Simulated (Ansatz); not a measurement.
# RPA@PBE/cc-pVDZ run of C2H2ClGa (SMILES C#[C][GaH][Cl])

Aim: the vertical ionisation energy of C2H2ClGa at RPA@PBE/cc-pVDZ, from 2 runs. 

Program for the calculation: Ansatz 0.2.0.

56 further runs of the same task are left out: 56 set aside as unsound or not needed. Runs told in other sessions of the task aren't counted.

### 1 The structure to begin with

C2H2ClGa has 6 atoms, charge 0, and is taken as a singlet. SMILES: `C#[C][GaH][Cl]`. Geometry: relaxed at PBE0-D4/def2-TZVP.

Bond lengths: C1–C2 1.208 Å, C2–Ga3 1.900 Å, Ga3–Cl4 2.140 Å, C1–H5 1.067 Å, Ga3–H6 1.547 Å. Angles: C1–C2–Ga3 179.1°, C2–Ga3–Cl4 115.4°, C2–C1–H5 179.8°, C2–Ga3–H6 126.7°, Cl4–Ga3–H6 117.8°.

### 2 A single-point energy at RPA@PBE/cc-pVDZ

input.yaml

```yaml
crystal:
  periodic: [false, false, false]
  atoms:
    - symbol: C
      position_ang: [0.577800, 1.057900, -1.454500]
    - symbol: C
      position_ang: [0.247000, 0.412500, -0.488700]
    - symbol: Ga
      position_ang: [-0.252900, -0.587200, 1.048000]
    - symbol: Cl
      position_ang: [-1.745400, -2.085600, 0.724100]
    - symbol: H
      position_ang: [0.867100, 1.625700, -2.309900]
    - symbol: H
      position_ang: [0.306500, -0.423300, 2.481100]
basis:
  gaussian: {orbitals: cc-pVDZ}
accuracy: high
hamiltonian: {xc: pbe}
correlation: {method: rpa, frozen_orbitals: {C: 1, Cl: 5, Ga: 9, H: 0}}
```

The run is started by

```bash
ansatz run input.yaml --threads 1 --pin off --max-ram 2610MiB --events-out events.jsonl --progress --plain --runs-dir runs
```

Output:

```text
Warning: RAYON_NUM_THREADS=1 ignored (pool sized by the plan → 1); use --threads N
Functional definition: PBE
  name "PBE"
  parameter kappa = 0.804
  parameter beta = 0.06672455060314922
  exchange = pbe_x(kappa = kappa, mu = beta*pi^2/3)
  correlation = pbe_c(beta = beta)
1779 factors; integrals over basis functions are off by at most 4.4e-9 eV
mean field evaluation 1: about -66983.5158 eV, gradient 4.7e1 eV
mean field evaluation 2: about -66983.5107 eV, gradient 4.7e1 eV
mean field evaluation 4: about -66988.2181 eV, gradient 2.4e1 eV
mean field evaluation 8: about -66989.9915 eV, gradient 3.6e-1 eV
mean field evaluation 16: about -66989.9916 eV, gradient 8.8e-5 eV
mean field -66989.99162343 eV, -2461.8367847138 hartree, gradient 2.0e-8 eV, S^2 0.000000; 0 other end points of the search recorded, 0 dependent functions left out
16 core orbitals not correlated: weight in the atoms' cores, before any rotation towards them, 1.000 or more for the frozen orbitals, at most 0.000 for the correlated occupied ones
reference -66928.59122646 eV, -2459.5803617440 hartree; 15, 15 occupied and 52, 52 virtual orbitals, 1779 factors
Total energy: -66949.04786527 eV, -2460.3321293542 hartree
```

Run time: 3.6 s. Hardware: 1 thread of AMD EPYC 9R45 (Zen 5), shared host; peak memory 0.28 GiB.

### 3 The doublet cation

run.yaml

```yaml
crystal:
  periodic: [false, false, false]
  atoms:
    - {symbol: C, position_ang: [0.577800, 1.057900, -1.454500]}
    - {symbol: C, position_ang: [0.247000, 0.412500, -0.488700]}
    - {symbol: Ga, position_ang: [-0.252900, -0.587200, 1.048000]}
    - {symbol: Cl, position_ang: [-1.745400, -2.085600, 0.724100]}
    - {symbol: H, position_ang: [0.867100, 1.625700, -2.309900]}
    - {symbol: H, position_ang: [0.306500, -0.423300, 2.481100]}
basis:
  gaussian: {orbitals: cc-pVDZ}
total_charge: 1
magnetization: {spin_polarized: true, initial_magnetization: 1}
hamiltonian: {xc: {name: PBE}}
accuracy: high
correlation: {method: rpa, frozen_orbitals: {C: 1, Cl: 5, Ga: 9, H: 0}}
```

The run is started by

```bash
ansatz run run.yaml --threads 1 --pin off --max-ram 2610MiB --events-out events.jsonl --progress --plain --runs-dir runs
```

Output:

```text
Warning: RAYON_NUM_THREADS=1 ignored (pool sized by the plan → 1); use --threads N
[... 6 set-up lines as earlier in the session ...]
1779 factors; integrals over basis functions are off by at most 4.4e-9 eV
mean field evaluation 1: about -66967.4634 eV, gradient 4.3e1 eV
mean field evaluation 2: about -66967.4577 eV, gradient 4.3e1 eV
mean field evaluation 4: about -66971.3069 eV, gradient 3.3e1 eV
mean field evaluation 8: about -66978.1882 eV, gradient 1.2e1 eV
mean field evaluation 16: about -66979.8307 eV, gradient 1.1e-2 eV
mean field evaluation 32: about -66979.6057 eV, gradient 3.7e0 eV
mean field evaluation 64: about -66979.3341 eV, gradient 3.0e0 eV
mean field evaluation 96: about -66918.1631 eV, gradient 4.3e1 eV
mean field -66979.83067703 eV, -2461.4633768210 hartree, gradient 3.5e-8 eV, S^2 0.752552; 8 other end points of the search recorded, 0 dependent functions left out
16 core orbitals not correlated: weight in the atoms' cores, before any rotation towards them, 1.000 or more for the frozen orbitals, at most 0.000 for the correlated occupied ones
reference -66917.70855981 eV, -2459.1804311209 hartree; 15, 14 occupied and 52, 53 virtual orbitals, 1779 factors
Total energy: -66939.02615336 eV, -2459.9638382346 hartree
```

It took 12 s on 1 thread of AMD EPYC 9R45 (Zen 5), shared host; peak memory 0.44 GiB.

### 4 Outcome

At RPA@PBE/cc-pVDZ, 16 core orbitals frozen:

| quantity | value |
| --- | --- |
| singlet C2H2ClGa: total energy | -2460.33213 Eh |
| singlet C2H2ClGa: RPA correlation energy (valence) | -751.8 mEh |
| doublet cation: total energy | -2459.96384 Eh |
| doublet cation: RPA correlation energy (valence) | -783.4 mEh |
| doublet cation: ⟨S²⟩ of the reference determinant | 0.753 |
| vertical ionisation energy (to the doublet cation) | 10.022 eV |

**Reading.** The vertical ionisation energy comes to 10.02 eV (967 kJ/mol).
